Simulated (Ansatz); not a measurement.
A nudged elastic band was laid between two geometries of a periodic cell of 24 atoms, H$_{7}$C$_{16}$F (surface C(111), partly H-covered, underside capped with H, adsorbate HF).

All numbers below come from Ansatz 0.2.0, DFT PBE, scalar-relativistic, plane waves, PAW. Settings: PAW set soft_1, cutoff 420 eV, k mesh 3x3x1, gaussian smearing 0.05 eV, no spin polarisation.

- movable images: 5
- climbing image: yes
- spring: 5.0 eV/Å²
- optimiser: lbfgs
- start path: IDPP
- force threshold: 0.05 eV/Å
- iteration limit: 32
- end points: relaxed
- atoms held: 1 to 12

Image 0:

```xyz
24
Lattice="5.0487 0.0000 0.0000 2.5244 4.3723 0.0000 0.0000 0.0000 16.7764" Properties=species:S:1:pos:R:3
H 1.262 0.729 1.000
H 3.787 0.729 1.000
H 2.524 2.915 1.000
H 5.049 2.915 1.000
C 1.262 0.729 2.100
C 3.787 0.729 2.100
C 2.524 2.915 2.100
C 5.049 2.915 2.100
C 0.000 1.457 2.615
C 2.524 1.457 2.615
C 1.262 3.644 2.615
C 3.787 3.644 2.615
C -0.002 1.426 4.178
C 2.524 1.434 4.191
C 1.269 3.622 4.230
C 3.776 3.624 4.246
C -0.003 -0.018 4.650
C 2.525 -0.037 4.443
C 1.250 2.148 4.693
C 3.795 2.149 4.696
H 1.249 2.147 5.794
H 3.795 2.117 5.796
F 4.313 0.161 7.038
H 4.790 0.023 6.059
```

Image 6:

Only the atoms that move by more than 0.05 Å are listed.
```
F23 4.835 0.253 7.143
H24 4.972 0.050 6.101
```

(1) What changes between the two ends?

(2) What energy profile does the band end with?

The band took 13 iterations and roughly 27 core-minutes.

Results:

(1) The atom that moves furthest is F23, by 0.54 Å.

(2) It converged. The highest image is number 6 of 0 to 6, 0.003 eV above the first end and 0.000 eV above the last; the last end lies 0.003 eV above the first. The highest image is an end point: on this band no image between the ends rises above it. Limits of this set-up: thin slab, slab without dipole correction, no dispersion correction for a molecule that may bind weakly.

| image | path coordinate (Å) | energy (eV) |
| --- | --- | --- |
| 0 | 0.00 | 0.000 |
| 1 | 0.11 | 0.001 |
| 2 | 0.21 | 0.001 |
| 3 | 0.32 | 0.002 |
| 4 | 0.42 | 0.002 |
| 5 | 0.53 | 0.003 |
| 6 | 0.58 | 0.003 |

Run time: 27 min on 1 thread of Arm Neoverse N1, on a shared host, peak memory 0.93 GiB.
